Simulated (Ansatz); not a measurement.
Working through an all-electron equation of state of Al, space group P6_3/mmc

Program: Ansatz 0.2.0, Python API.

The cells in order, each with its output:

In [1]:
```python
import warnings

import ansatz
from ase.eos import EquationOfState
from ase.units import GPa
import numpy as np
```

In [2]:
```python
VECTORS = np.array([
    [2.812455, 0.0, 0.0],
    [-1.406228, 2.435658, 0.0],
    [0.0, 0.0, 4.86685],
])
SITES = [
    ('Al', [2 / 3, 1 / 3, 0.75]),
    ('Al', [1 / 3, 2 / 3, 0.25]),
]
```

In [3]:
```python
def make_crystal(cell):
    crystal = ansatz.Crystal(lattice=ansatz.Lattice.of(cell))
    for symbol, position in SITES:
        crystal = crystal.atom(symbol, position)
    return crystal

warnings.simplefilter('ignore', ansatz.DeckWarning)
```

In [4]:
```python
volumes, energies = [], []
for scale in np.linspace(0.94, 1.06, 5):
    cell = VECTORS * scale ** (1 / 3)
    base = (
        make_crystal(cell).calculation()
        .occupations(ansatz.OccupationsMethod.FERMI_DIRAC, width=0.1)
        .functional('LDA')
        .kpoints(12, 12, 6)
        .pseudopotentials('all_electron', lapw=True)
    )
    r = base.run(threads=1).report
    volumes.append(abs(np.linalg.det(cell)) / len(SITES))
    energies.append(r['free_energy_ev'] / len(SITES))
    print(f'{scale:.3f} {volumes[-1]:9.4f} A^3/atom {energies[-1]:16.5f} eV/atom  (estimated basis error {1000 * r["lapw_basis_errors"]["total_ev_per_atom"]:.2f} meV/atom)')
v0, e0, bulk = EquationOfState(volumes, energies, eos='birchmurnaghan').fit()
print(f'V0 = {v0:.4f} A^3/atom, B0 = {bulk / GPa:.1f} GPa')
```
```text
0.940   15.6692 A^3/atom      -6582.93044 eV/atom  (estimated basis error 0.07 meV/atom)
0.970   16.1693 A^3/atom      -6582.93116 eV/atom  (estimated basis error 0.08 meV/atom)
1.000   16.6694 A^3/atom      -6582.92458 eV/atom  (estimated basis error 0.08 meV/atom)
1.030   17.1695 A^3/atom      -6582.91191 eV/atom  (estimated basis error 0.08 meV/atom)
1.060   17.6696 A^3/atom      -6582.89420 eV/atom  (estimated basis error 0.08 meV/atom)
V0 = 15.9608 A^3/atom, B0 = 80.5 GPa
```

A third-order Birch-Murnaghan fit through the 5 points has its minimum at 15.96 Å³ an atom, 4.3 % below the typed cell, with a bulk modulus of 80 GPa and dB/dP = 4.9. From that minimum the energy rises by 1.4 meV an atom on the compressed side and 37.6 meV on the expanded side. The window is off centre, so dB/dP is rough.

Notes:
- All-electron totals depend on functional, relativistic treatment and basis; only differences at equal settings carry meaning.
- Shape and fractional positions are held along the curve, so the bulk modulus is an upper value where they are free to relax, by a factor of two or more in layered or hydrogen-bonded cells.
- For a metal this k-point mesh is coarse: on a finer one energies can move by several to tens of meV an atom and pressures by half a GPa or more, differences at one mesh by less.
- This isn't the structure that Al takes at ambient conditions.
- Timing: 21 s on 1 thread of Arm Neoverse V2 (shared host), peak memory 0.34 GiB.
